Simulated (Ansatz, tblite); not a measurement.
# Al8P8 wurtzite off sphere (Al₈P₈H₂₂): one state, many levels

How do method and basis change the picture of Al8P8 wurtzite off sphere (Al₈P₈H₂₂) (singlet)?

The runs use Ansatz 0.2.0, Gaussian basis; as each input shows.

Plan: GFN1-xTB, GFN2-xTB, PBE-D4/def2-TZVP, r2SCAN-D4/def2-TZVP, PBE+5HF/def2-SVP, PBE+10HF/def2-SVP, PBE+15HF/def2-SVP, PBE+35HF/def2-SVP, PBE+50HF/def2-SVP, PBE-D4/def2-SVP, PBE0-D4/def2-SVP.

1 further run of the same task is left out (set aside as unsound or not needed). Runs told in other sessions of the task aren't counted.

### 1 The geometry

The singlet was relaxed beforehand with r2SCAN-D4/def2-SVP.

38 atoms, charge 0, spin multiplicity 1.

Bond lengths: Al1–P2 2.467 Å, Al1–P3 2.426 Å, Al1–H17 1.592 Å, Al1–H18 1.593 Å, P2–Al5 2.417 Å, P2–H19 1.421 Å, P2–H20 1.421 Å, P3–Al4 2.395 Å, P3–Al11 2.384 Å, P3–H21 1.425 Å, Al4–P6 2.422 Å, Al4–P7 2.395 Å, Al4–H22 1.587 Å, Al5–P6 2.397 Å, Al5–P12 2.384 Å, Al5–H23 1.586 Å, P6–Al9 2.397 Å, P6–H24 1.424 Å and more. Angles: P2–Al1–P3 96.7°, P2–Al1–H17 106.5°, P2–Al1–H18 105.9°, P3–Al1–H17 110.6°, P3–Al1–H18 109.8°, H17–Al1–H18 123.7°, Al1–P2–Al5 122.5°, Al1–P2–H19 109.9°, Al1–P2–H20 109.7°, Al5–P2–H19 106.6°, Al5–P2–H20 106.9°, H19–P2–H20 98.4°, Al1–P3–Al4 112.5°, Al1–P3–Al11 110.4°, Al1–P3–H21 105.3°, Al4–P3–Al11 116.6°, Al4–P3–H21 105.4°, Al11–P3–H21 105.7° and more.

PBE0-D4/def2-TZVP was run before; its log isn't repeated, and its numbers join the tables.

### 2 GFN1-xTB

Tight binding, by tblite at 300 K electronic temperature and without a spin-polarisation term:

```python
tblite.interface.Calculator('GFN1-xTB', numbers, positions, charge=0, uhf=0).singlepoint()
```

Energy -1187.1715 eV, HOMO -10.35 eV, LUMO -6.24 eV; 0.21 s.

### 3 GFN2-xTB

Tight binding, by tblite at 300 K electronic temperature and without a spin-polarisation term:

```python
tblite.interface.Calculator('GFN2-xTB', numbers, positions, charge=0, uhf=0).singlepoint()
```

Energy -1093.1308 eV, HOMO -10.50 eV, LUMO -7.38 eV; 0.19 s.

### 4 PBE-D4/def2-TZVP

start.molden holds the orbitals of an earlier run on this state, given as this run's starting guess.

File in.yaml:

```yaml
crystal:
  periodic: [false, false, false]
  atoms:
    - {symbol: Al, position_ang: [0.521896, -4.321783, -1.389743]}
    - {symbol: P, position_ang: [0.476054, -4.086946, 1.065257]}
    - {symbol: P, position_ang: [0.534404, -1.949677, -1.900013]}
    - {symbol: Al, position_ang: [-1.496070, -0.861780, -1.242984]}
    - {symbol: Al, position_ang: [0.506198, -1.935092, 2.164462]}
    - {symbol: P, position_ang: [-1.341694, -0.775124, 1.172825]}
    - {symbol: P, position_ang: [-1.421771, 1.441433, -1.896850]}
    - {symbol: Al, position_ang: [-3.480433, 2.618439, -1.383138]}
    - {symbol: Al, position_ang: [-1.419936, 1.403898, 2.167515]}
    - {symbol: P, position_ang: [-3.299424, 2.455378, 1.071413]}
    - {symbol: Al, position_ang: [2.568879, -0.950953, -1.159132]}
    - {symbol: P, position_ang: [2.360319, -0.772105, 1.219749]}
    - {symbol: P, position_ang: [2.325144, 1.342970, -1.913954]}
    - {symbol: Al, position_ang: [0.461991, 2.701537, -1.155938]}
    - {symbol: Al, position_ang: [2.628536, 1.514679, 2.023709]}
    - {symbol: P, position_ang: [0.514065, 2.428333, 1.222543]}
    - {symbol: H, position_ang: [-0.866722, -4.978284, -1.807798]}
    - {symbol: H, position_ang: [1.940314, -4.956878, -1.739785]}
    - {symbol: H, position_ang: [-0.630093, -4.801201, 1.599098]}
    - {symbol: H, position_ang: [1.519532, -4.860506, 1.640668]}
    - {symbol: H, position_ang: [0.562366, -1.871825, -3.322189]}
    - {symbol: H, position_ang: [-2.807680, -1.617928, -1.718474]}
    - {symbol: H, position_ang: [0.466312, -2.044976, 3.746000]}
    - {symbol: H, position_ang: [-2.501328, -1.444443, 1.657319]}
    - {symbol: H, position_ang: [-1.341722, 1.428614, -3.319113]}
    - {symbol: H, position_ang: [-4.744848, 1.747328, -1.803149]}
    - {symbol: H, position_ang: [-3.318709, 4.165011, -1.729253]}
    - {symbol: H, position_ang: [-1.533455, 1.422308, 3.749198]}
    - {symbol: H, position_ang: [-4.470392, 1.852198, 1.604061]}
    - {symbol: H, position_ang: [-3.448643, 3.744298, 1.649980]}
    - {symbol: H, position_ang: [3.915520, -1.605379, -1.681921]}
    - {symbol: H, position_ang: [3.507594, -1.458480, 1.709774]}
    - {symbol: H, position_ang: [2.264502, 1.309121, -3.333563]}
    - {symbol: H, position_ang: [3.546956, 2.047623, -1.755915]}
    - {symbol: H, position_ang: [0.569403, 4.195535, -1.676940]}
    - {symbol: H, position_ang: [2.656207, 1.529284, 3.614907]}
    - {symbol: H, position_ang: [3.782232, 2.180958, 1.136915]}
    - {symbol: H, position_ang: [0.494517, 3.764417, 1.714461]}
basis:
  gaussian: {orbitals: def2-TZVP, fitting: {mean_field: def2-universal-jkfit}, initial_orbitals: start.molden}
hamiltonian: {xc: pbe, dispersion: d4}
scf: {omitted_lower_state_checks: [starts]}
output: {forces: true, orbitals: {seedname: orbitals}}
```

On the command line:

```
ansatz run in.yaml --threads 2 --pin off --events-out ev --progress --plain --max-ram 32768MiB --backend cuda --devices 0, --max-vram 18GiB
```

What it wrote, shortened:

```text
Functional definition: PBE
  name "PBE"
  cite "Perdew, Burke & Ernzerhof, Phys. Rev. Lett. 77, 3865 (1996) doi:10.1103/PhysRevLett.77.3865"
  parent pbe
[...]
2444 factors; integrals over basis functions are off by at most 6.6e-1 eV
[...]
mean field -127393.92573401 eV, -4681.6404200205 hartree, gradient 1.6e-5 eV, S^2 0.000000; 0 other end points of the search recorded, 0 dependent functions left out
[...]
reference -127393.92584544 eV, -4681.6404241157 hartree; 123, 123 occupied and 601, 601 virtual orbitals, 2444 factors
Total energy: -127396.41973347 eV, -4681.7320728104 hartree
Atom 0 at     0.521896    -4.321783    -1.389743 Å, force     0.005280     0.074477     0.049058 eV/Å
Atom 1 at     0.476054    -4.086946     1.065257 Å, force    -0.000433     0.062112    -0.075830 eV/Å
Atom 2 at     0.534404    -1.949677    -1.900013 Å, force    -0.009921    -0.004744     0.062229 eV/Å
Atom 3 at    -1.496070    -0.861780    -1.242984 Å, force     0.120531     0.069152     0.033834 eV/Å
Atom 4 at     0.506198    -1.935092     2.164462 Å, force     0.005175     0.004778    -0.098044 eV/Å
Atom 5 at    -1.341694    -0.775124     1.172825 Å, force     0.048173     0.027802    -0.043876 eV/Å
Atom 6 at    -1.421771     1.441433    -1.896850 Å, force    -0.009021    -0.006050     0.062173 eV/Å
Atom 7 at    -3.480433     2.618439    -1.383138 Å, force     0.066990    -0.032752     0.048991 eV/Å
[...]
Atom 22 at     0.466312    -2.044976     3.746000 Å, force    -0.001854     0.001491     0.082171 eV/Å
Atom 23 at    -2.501328    -1.444443     1.657319 Å, force     0.001081     0.000637     0.001465 eV/Å
Atom 24 at    -1.341722     1.428614    -3.319113 Å, force     0.007039    -0.004234    -0.007165 eV/Å
Atom 25 at    -4.744848     1.747328    -1.803149 Å, force    -0.054245    -0.044255    -0.016508 eV/Å
Atom 26 at    -3.318709     4.165011    -1.729253 Å, force     0.010404     0.069244    -0.012319 eV/Å
Atom 27 at    -1.533455     1.422308     3.749198 Å, force     0.000382    -0.002467     0.082094 eV/Å
Atom 28 at    -4.470392     1.852198     1.604061 Å, force    -0.011757     0.009476     0.014349 eV/Å
Atom 29 at    -3.448643     3.744298     1.649980 Å, force    -0.012655     0.003675     0.014989 eV/Å
Atom 30 at     3.915520    -1.605379    -1.681921 Å, force     0.073191    -0.039091    -0.023545 eV/Å
Atom 31 at     3.507594    -1.458480     1.709774 Å, force     0.001435    -0.009754    -0.001138 eV/Å
Atom 32 at     2.264502     1.309121    -3.333563 Å, force     0.009474     0.005634    -0.006913 eV/Å
Atom 33 at     3.546956     2.047623    -1.755915 Å, force     0.014750     0.008478    -0.012634 eV/Å
Atom 34 at     0.569403     4.195535    -1.676940 Å, force     0.002822     0.082934    -0.023436 eV/Å
Atom 35 at     2.656207     1.529284     3.614907 Å, force    -0.000077    -0.000165     0.072862 eV/Å
Atom 36 at     3.782232     2.180958     1.136915 Å, force     0.043486     0.025121    -0.049419 eV/Å
Atom 37 at     0.494517     3.764417     1.714461 Å, force    -0.007712     0.006020    -0.001202 eV/Å
Dipole moment:    -0.029387    -0.017285     0.024229 e Å
Checks for a lower state left out: starts
```

Run time: 7 s. Hardware: 1 × H100 (card shared with other runs) with 2 threads of AMD EPYC 7R13, shared host; peak host memory 1.1 GiB.

From the report: HOMO -6.34 eV, LUMO -2.32 eV.

### 5 r2SCAN-D4/def2-TZVP

in.yaml, as its differences from that of step 4:

```diff
@@ -43,4 +43,4 @@
   gaussian: {orbitals: def2-TZVP, fitting: {mean_field: def2-universal-jkfit}, initial_orbitals: start.molden}
-hamiltonian: {xc: pbe, dispersion: d4}
+hamiltonian: {xc: r2scan, dispersion: d4}
 scf: {omitted_lower_state_checks: [starts]}
-output: {forces: true, orbitals: {seedname: orbitals}}
+output: {orbitals: {seedname: orbitals}}
```

The command is unchanged.

What it wrote:

```text
Functional definition: r2SCAN
  name "r2SCAN"
  cite "Furness, Kaplan, Ning, Perdew & Sun, J. Phys. Chem. Lett. 11, 8208 (2020) doi:10.1021/acs.jpclett.0c02405"
  cite "Furness, Kaplan, Ning, Perdew & Sun, J. Phys. Chem. Lett. 11, 9248 (2020) doi:10.1021/acs.jpclett.0c03077"
  parent r2scan
  parameter k0 = 0.174
  parameter k1 = 0.065
  parameter a1 = 4.9479
  exchange = r2scan_x(k0 = k0, k1 = k1, a1 = a1)
  correlation = r2scan_c
these checks for a lower state are left out or cut short: starts
2444 factors; integrals over basis functions are off by at most 6.6e-1 eV
mean field evaluation 1: about -127448.2662 eV, gradient 1.7e1 eV
mean field evaluation 2: about -127448.4272 eV, gradient 2.6e-1 eV
mean field evaluation 4: about -127448.4268 eV, gradient 6.8e-4 eV
mean field -127448.42676898 eV, -4683.6432961136 hartree, gradient 1.1e-5 eV, S^2 0.000000; 0 other end points of the search recorded, 0 dependent functions left out
reference -127448.42680149 eV, -4683.6432973085 hartree; 123, 123 occupied and 601, 601 virtual orbitals, 2444 factors
Total energy: -127449.13542262 eV, -4683.6693386544 hartree
Checks for a lower state left out: starts
```

It took 6.5 s on 1 × H100 (card shared with other runs) with 2 threads of AMD EPYC 7R13, shared host; peak host memory 1.1 GiB.

HOMO -6.60 eV, LUMO -2.21 eV.

### 6 PBE+5HF/def2-SVP

in.yaml, as its differences from that of step 5:

```diff
@@ -42,4 +42,4 @@
 basis:
-  gaussian: {orbitals: def2-TZVP, fitting: {mean_field: def2-universal-jkfit}, initial_orbitals: start.molden}
-hamiltonian: {xc: r2scan, dispersion: d4}
+  gaussian: {orbitals: def2-SVP, initial_orbitals: start.molden}
+hamiltonian: {xc: {text: "exchange = 0.95*pbe_x + 0.05*exact_x\ncorrelation = pbe_c"}}
 scf: {omitted_lower_state_checks: [starts]}
```

The command is unchanged.

What it wrote:

```text
Functional definition: unnamed
  exchange = 0.95*pbe_x + 0.05*exact_x
  correlation = pbe_c
these checks for a lower state are left out or cut short: starts
3688 factors; integrals over basis functions are off by at most 1.3e-3 eV
mean field evaluation 1: about -127352.2278 eV, gradient 1.3e1 eV
mean field evaluation 2: about -127352.6239 eV, gradient 3.7e-1 eV
mean field evaluation 4: about -127352.6696 eV, gradient 1.1e-3 eV
mean field -127352.66964476 eV, -4680.1242867052 hartree, gradient 1.0e-5 eV, S^2 0.000000; 0 other end points of the search recorded, 0 dependent functions left out
reference -127352.66973456 eV, -4680.1242900053 hartree; 123, 123 occupied and 275, 275 virtual orbitals, 3688 factors
Total energy: -127352.66973456 eV, -4680.1242900053 hartree
Checks for a lower state left out: starts
```

Wall time 4.9 s (1 × H100 (card shared with other runs) with 2 threads of AMD EPYC 7R13, shared host); peak host memory 1 GiB.

Report: HOMO -6.55 eV, LUMO -1.92 eV.

### 7 PBE+10HF/def2-SVP

in.yaml, as its differences from that of step 6:

```diff
@@ -43,3 +43,3 @@
   gaussian: {orbitals: def2-SVP, initial_orbitals: start.molden}
-hamiltonian: {xc: {text: "exchange = 0.95*pbe_x + 0.05*exact_x\ncorrelation = pbe_c"}}
+hamiltonian: {xc: {text: "exchange = 0.90*pbe_x + 0.10*exact_x\ncorrelation = pbe_c"}}
 scf: {omitted_lower_state_checks: [starts]}
```

Same command.

What it wrote:

```text
Functional definition: unnamed
  exchange = 0.90*pbe_x + 0.10*exact_x
  correlation = pbe_c
these checks for a lower state are left out or cut short: starts
3688 factors; integrals over basis functions are off by at most 1.3e-3 eV
mean field evaluation 1: about -127354.8870 eV, gradient 1.1e1 eV
mean field evaluation 2: about -127355.1897 eV, gradient 2.7e-1 eV
mean field evaluation 4: about -127355.3032 eV, gradient 7.7e-4 eV
mean field -127355.30316988 eV, -4680.2210669683 hartree, gradient 2.4e-5 eV, S^2 0.000000; 0 other end points of the search recorded, 0 dependent functions left out
reference -127355.30325496 eV, -4680.2210700948 hartree; 123, 123 occupied and 275, 275 virtual orbitals, 3688 factors
Total energy: -127355.30325496 eV, -4680.2210700948 hartree
Checks for a lower state left out: starts
```

Wall time 4.4 s (1 × H100 (card shared with other runs) with 2 threads of AMD EPYC 7R13, shared host); peak host memory 1 GiB.

From the report: HOMO -6.76 eV, LUMO -1.78 eV.

### 8 PBE+15HF/def2-SVP

in.yaml, as its differences from that of step 7:

```diff
@@ -43,3 +43,3 @@
   gaussian: {orbitals: def2-SVP, initial_orbitals: start.molden}
-hamiltonian: {xc: {text: "exchange = 0.90*pbe_x + 0.10*exact_x\ncorrelation = pbe_c"}}
+hamiltonian: {xc: {text: "exchange = 0.85*pbe_x + 0.15*exact_x\ncorrelation = pbe_c"}}
 scf: {omitted_lower_state_checks: [starts]}
```

The command is unchanged.

What it wrote:

```text
Functional definition: unnamed
  exchange = 0.85*pbe_x + 0.15*exact_x
  correlation = pbe_c
these checks for a lower state are left out or cut short: starts
3688 factors; integrals over basis functions are off by at most 1.3e-3 eV
mean field evaluation 1: about -127357.5462 eV, gradient 8.9e0 eV
mean field evaluation 2: about -127357.7807 eV, gradient 2.0e-1 eV
mean field evaluation 4: about -127357.9617 eV, gradient 8.7e-4 eV
mean field -127357.96166037 eV, -4680.3187646916 hartree, gradient 8.6e-6 eV, S^2 0.000000; 0 other end points of the search recorded, 0 dependent functions left out
reference -127357.96174072 eV, -4680.3187676443 hartree; 123, 123 occupied and 275, 275 virtual orbitals, 3688 factors
Total energy: -127357.96174072 eV, -4680.3187676443 hartree
Checks for a lower state left out: starts
```

Run time: 5.5 s. Hardware: 1 × H100 (card shared with other runs) with 2 threads of AMD EPYC 7R13, shared host; peak host memory 1 GiB.

HOMO -6.97 eV, LUMO -1.64 eV.

### 9 PBE+35HF/def2-SVP

in.yaml, as its differences from that of step 8:

```diff
@@ -43,3 +43,3 @@
   gaussian: {orbitals: def2-SVP, initial_orbitals: start.molden}
-hamiltonian: {xc: {text: "exchange = 0.85*pbe_x + 0.15*exact_x\ncorrelation = pbe_c"}}
+hamiltonian: {xc: {text: "exchange = 0.65*pbe_x + 0.35*exact_x\ncorrelation = pbe_c"}}
 scf: {omitted_lower_state_checks: [starts]}
```

Same command.

What it wrote:

```text
Functional definition: unnamed
  exchange = 0.65*pbe_x + 0.35*exact_x
  correlation = pbe_c
these checks for a lower state are left out or cut short: starts
3688 factors; integrals over basis functions are off by at most 1.3e-3 eV
mean field evaluation 1: about -127368.1829 eV, gradient 8.7e0 eV
mean field evaluation 2: about -127368.3837 eV, gradient 1.6e-1 eV
mean field evaluation 4: about -127368.8331 eV, gradient 3.1e-3 eV
mean field -127368.83309235 eV, -4680.7182824480 hartree, gradient 5.7e-5 eV, S^2 0.000000; 0 other end points of the search recorded, 0 dependent functions left out
reference -127368.83315377 eV, -4680.7182847051 hartree; 123, 123 occupied and 275, 275 virtual orbitals, 3688 factors
Total energy: -127368.83315377 eV, -4680.7182847051 hartree
Checks for a lower state left out: starts
```

Run time: 5.5 s. Hardware: 1 × H100 (card shared with other runs) with 2 threads of AMD EPYC 7R13, shared host; peak host memory 1 GiB.

Report: HOMO -7.83 eV, LUMO -1.09 eV.

### 10 PBE+50HF/def2-SVP

in.yaml, as its differences from that of step 9:

```diff
@@ -43,3 +43,3 @@
   gaussian: {orbitals: def2-SVP, initial_orbitals: start.molden}
-hamiltonian: {xc: {text: "exchange = 0.65*pbe_x + 0.35*exact_x\ncorrelation = pbe_c"}}
+hamiltonian: {xc: {text: "exchange = 0.50*pbe_x + 0.50*exact_x\ncorrelation = pbe_c"}}
 scf: {omitted_lower_state_checks: [starts]}
```

Same command.

What it wrote:

```text
Functional definition: unnamed
  exchange = 0.50*pbe_x + 0.50*exact_x
  correlation = pbe_c
these checks for a lower state are left out or cut short: starts
3688 factors; integrals over basis functions are off by at most 1.3e-3 eV
mean field evaluation 1: about -127376.1605 eV, gradient 1.4e1 eV
mean field evaluation 2: about -127376.5707 eV, gradient 4.0e-1 eV
mean field evaluation 4: about -127377.2205 eV, gradient 6.8e-3 eV
mean field evaluation 8: about -127377.2206 eV, gradient 8.0e-6 eV
mean field -127377.22058364 eV, -4681.0265170676 hartree, gradient 8.1e-6 eV, S^2 0.000000; 0 other end points of the search recorded, 0 dependent functions left out
reference -127377.22063085 eV, -4681.0265188024 hartree; 123, 123 occupied and 275, 275 virtual orbitals, 3688 factors
Total energy: -127377.22063085 eV, -4681.0265188024 hartree
Checks for a lower state left out: starts
```

It took 5 s on 1 × H100 (card shared with other runs) with 2 threads of AMD EPYC 7R13, shared host; peak host memory 1 GiB.

From the report: HOMO -8.48 eV, LUMO -0.67 eV.

### 11 PBE-D4/def2-SVP

in.yaml, as its differences from that of step 10:

```diff
@@ -43,3 +43,3 @@
   gaussian: {orbitals: def2-SVP, initial_orbitals: start.molden}
-hamiltonian: {xc: {text: "exchange = 0.50*pbe_x + 0.50*exact_x\ncorrelation = pbe_c"}}
+hamiltonian: {xc: pbe, dispersion: d4}
 scf: {omitted_lower_state_checks: [starts]}
```

Same command.

What it wrote:

```text
Functional definition: PBE
  name "PBE"
  cite "Perdew, Burke & Ernzerhof, Phys. Rev. Lett. 77, 3865 (1996) doi:10.1103/PhysRevLett.77.3865"
  parent pbe
  parameter kappa = 0.804
  parameter beta = 0.06672455060314922
  exchange = pbe_x(kappa = kappa, mu = beta*pi^2/3)
  correlation = pbe_c(beta = beta)
these checks for a lower state are left out or cut short: starts
4476 factors; their error is unknown
mean field evaluation 1: about -127349.7183 eV, gradient 1.5e1 eV
mean field evaluation 2: about -127350.2336 eV, gradient 4.9e-1 eV
mean field evaluation 4: about -127350.0618 eV, gradient 1.5e-3 eV
mean field -127350.06175390 eV, -4680.0284484835 hartree, gradient 1.8e-5 eV, S^2 0.000000; 0 other end points of the search recorded, 0 dependent functions left out
reference -127350.06184842 eV, -4680.0284519571 hartree; 123, 123 occupied and 275, 275 virtual orbitals, 4476 factors
Total energy: -127352.55573645 eV, -4680.1201006519 hartree
Checks for a lower state left out: starts
```

Wall time 3.5 s (1 × H100 (card shared with other runs) with 2 threads of AMD EPYC 7R13, shared host); peak host memory 1.1 GiB.

Report: HOMO -6.34 eV, LUMO -2.06 eV.

### 12 PBE0-D4/def2-SVP

in.yaml, as its differences from that of step 11:

```diff
@@ -43,3 +43,3 @@
   gaussian: {orbitals: def2-SVP, initial_orbitals: start.molden}
-hamiltonian: {xc: pbe, dispersion: d4}
+hamiltonian: {xc: pbe0, dispersion: d4}
 scf: {omitted_lower_state_checks: [starts]}
```

Same command.

What it wrote:

```text
Functional definition: PBE0
  name "PBE0"
  cite "Adamo & Barone, J. Chem. Phys. 110, 6158 (1999) doi:10.1063/1.478522"
  cite "Perdew, Burke & Ernzerhof, Phys. Rev. Lett. 77, 3865 (1996) doi:10.1103/PhysRevLett.77.3865"
  parent pbe
  parameter a = 0.25
  parameter kappa = 0.804
  parameter beta = 0.06672455060314922
  exchange = (1 - a)*pbe_x(kappa = kappa, mu = beta*pi^2/3) + a*exact_x
  correlation = pbe_c(beta = beta)
these checks for a lower state are left out or cut short: starts
3688 factors; integrals over basis functions are off by at most 1.3e-3 eV
mean field evaluation 1: about -127362.8646 eV, gradient 7.2e0 eV
mean field evaluation 2: about -127363.0355 eV, gradient 1.3e-1 eV
mean field evaluation 4: about -127363.3510 eV, gradient 1.7e-3 eV
mean field -127363.35104503 eV, -4680.5168209249 hartree, gradient 2.9e-5 eV, S^2 0.000000; 0 other end points of the search recorded, 0 dependent functions left out
reference -127363.35111592 eV, -4680.5168235300 hartree; 123, 123 occupied and 275, 275 virtual orbitals, 3688 factors
Total energy: -127365.61444024 eV, -4680.5999991646 hartree
Checks for a lower state left out: starts
```

Run time: 4.4 s. Hardware: 1 × H100 (card shared with other runs) with 2 threads of AMD EPYC 7R13, shared host; peak host memory 1 GiB.

From the report: HOMO -7.40 eV, LUMO -1.36 eV.

### 13 Comparison

```csv
level,functions,HOMO (eV),LUMO (eV),gap (eV),time
PBE-D4/def2-SVP,398,-6.34,-2.06,4.28,3.5 s
PBE-D4/def2-TZVP,724,-6.34,-2.32,4.02,7 s
r2SCAN-D4/def2-TZVP,724,-6.60,-2.21,4.40,6.5 s
PBE0-D4/def2-SVP,398,-7.40,-1.36,6.03,4.4 s
PBE0-D4/def2-TZVP,724,-7.37,-1.61,5.76,8 s
PBE+5HF/def2-SVP,398,-6.55,-1.92,4.63,4.9 s
PBE+10HF/def2-SVP,398,-6.76,-1.78,4.98,4.4 s
PBE+15HF/def2-SVP,398,-6.97,-1.64,5.33,5.5 s
PBE+35HF/def2-SVP,398,-7.83,-1.09,6.74,5.5 s
PBE+50HF/def2-SVP,398,-8.48,-0.67,7.82,5 s
```

### 14 Binding energy

Free atoms were run apart at each level; binding is atoms less cluster, divided by the number of atoms, without zero-point or spin-orbit terms.

```csv
level,binding an atom (eV)
PBE-D4/def2-SVP,2.946
PBE-D4/def2-TZVP,2.933
r2SCAN-D4/def2-TZVP,2.953
PBE0-D4/def2-SVP,2.940
PBE0-D4/def2-TZVP,2.930
```

### 15 Results

| quantity | value |
| --- | --- |
| gap in def2-TZVP, named functionals, smallest and largest | 4.02 eV (PBE-D4), 5.76 eV (PBE0-D4) |
| gap over the share of exact exchange | 4.28 eV at 0, 7.82 eV at 0.5 |
| binding an atom, functionals in def2-TZVP | 2.93 (PBE0-D4) to 2.95 eV (r2SCAN-D4) |
| PBE0 total energy, smallest basis above largest | 43.16 eV (def2-SVP, def2-TZVP) |

In words: Orbital gaps of the named functionals in def2-TZVP span 4.02 eV (PBE-D4) to 5.76 eV (PBE0-D4); exact exchange widens it. Raising the share of exact exchange from 0 to 0.5 moves the HOMO by -2.14 eV and the LUMO by +1.39 eV.

The slowest run with a step of its own, PBE-D4/def2-TZVP, took 7 s; the quickest functional in def2-TZVP took 6.5 s (shared host).
